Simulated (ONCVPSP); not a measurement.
# Pseudopotential generation for Cl: ONCV, PBEsol

Task: generate the file, and judge it by its errors in other configurations, its logarithmic derivatives, its ghosts and its cutoff.

The numbers are computed with ONCVPSP 4.0.1.1 (patched build) (PBEsol, scalar-relativistic, spin-unpolarised reference atom).

### 1 Settings

The settings as typed:

```
element                 : chlorine (Cl, Z = 17)
type                    : optimised norm-conserving Vanderbilt (ONCV)
frozen core             : [Ne]
valence charge          : 7
reference configuration : 3s2 3p5
partial waves           : 3s: rc 0.95 bohr, ncon 3, nbas 7, qcut 6.2 1/bohr, 3 projectors, debl 0.9 Ha; 3p: rc 1.25 bohr, ncon 4, nbas 8, qcut 5.7 1/bohr, 3 projectors, debl 3.6 Ha; d scattering state at 0.07 Ha: rc 1.10 bohr, ncon 3, nbas 7, qcut 7.9 1/bohr, 2 projectors, debl 2.1 Ha
local potential         : polynomial inside 0.90 bohr (lpopt 3, dvloc0 -1 Ha)
core correction         : Teter function, fcfact 5.75, rcfact 1.1
```

The nodes and maxima of the atom's own shells, from an earlier all-electron run, set the scale for the radii.

All-electron outer shells of the reference configuration (PBEsol, scalar-relativistic, ld1.x):

```tsv
shell	level (eV)	outermost node (bohr)	outermost maximum (bohr)
2s	-252.19	0.12	0.36
2p	-191.42	–	0.30
3s	-20.62	0.56	1.27
3p	-8.56	0.53	1.43
```

### 2 The generation run

Contents of Cl.dat:

```
# ATOM AND REFERENCE CONFIGURATION
# atsym  z   nc   nv     iexc    psfile
  Cl 17.00    3    2  -116133      upf
#
#   n    l    f
    1    0    2.00
    2    0    2.00
    2    1    6.00
    3    0    2.00
    3    1    5.00
#
# PSEUDOPOTENTIAL AND OPTIMIZATION
# lmax
    2
#
#   l,   rc,      ep,       ncon, nbas, qcut
    0    0.95    0.00    3    7    6.20
    1    1.25    0.00    4    8    5.70
    2    1.10    0.07    3    7    7.90
#
# LOCAL POTENTIAL
# lloc, lpopt,  rc(5),   dvloc0
    4    3    0.90   -1.00
#
# VANDERBILT-KLEINMAN-BYLANDER PROJECTORs
# l, nproj, debl
    0    3    0.90
    1    3    3.60
    2    2    2.10
#
# MODEL CORE CHARGE
# icmod, fcfact, rcfact
    3    5.75    1.10
#
# LOG DERIVATIVE ANALYSIS
# epsh1, epsh2, depsh
   -2.00    5.00    0.02
#
# OUTPUT GRID
# rlmax, drl
    6.00    0.01
#
# TEST CONFIGURATIONS
# ncnf
    4
# nvcnf
#   n    l    f
    2
    3    0    2.00
    3    1    4.00
#
    2
    3    0    2.00
    3    1    3.00
#
    2
    3    0    2.00
    3    1    2.00
#
    2
    3    0    2.00
    3    1    1.00
#
```

On the command line:

```
$ oncvpsp.x < Cl.dat > Cl.out
```

**Question.** What will these runs give? Wanted: cutoffs for 1 and 0.1 mHa per electron, occupied waves; bound ghosts; GHOST(+) flags; largest test error; largest phase difference near zero energy, channels read; rms error of d²Exc/dn², without and with the model core.

**Answer**, as computed:

| quantity | value |
| --- | --- |
| cutoffs for 1 and 0.1 mHa per electron, occupied waves | 152 Ha and 187 Ha |
| bound ghosts | s at -256.20 eV, p at -1374.65 eV |
| GHOST(+) flags | s at 123 eV, p at 1774 eV, p at 3047 eV |
| largest test error (AE − PS) | +141 meV, for 3s2 3p1 |
| largest phase difference near zero energy, channels read | 0.000 rad |
| rms error of d²Exc/dn², without and with the model core | 1.91 and 0.79 mHa |

In words: A bound ghost (s, p) makes it unfit for use: electrons can fall into a state that the atom doesn't have. Close by lies the frozen 2s level (-252.2 eV). By total energies transferability is fair for so large an energy: the largest error is 141 meV on 129.7 eV, for 3s2 3p1. That test lies far up in energy; among those under 40 eV, nearer to bonding, the largest error is 9.9 meV. It counts as very hard, with 152 Ha needed at the looser tolerance. At the looser tolerance the 3s wave is the slowest; 3p needs 9 Ha. Near zero energy the phases of the channels with partial waves agree within 0.001 rad. The program also flags highly localised states, GHOST(+) (s, p). All of this concerns the isolated atom, not yet a solid.
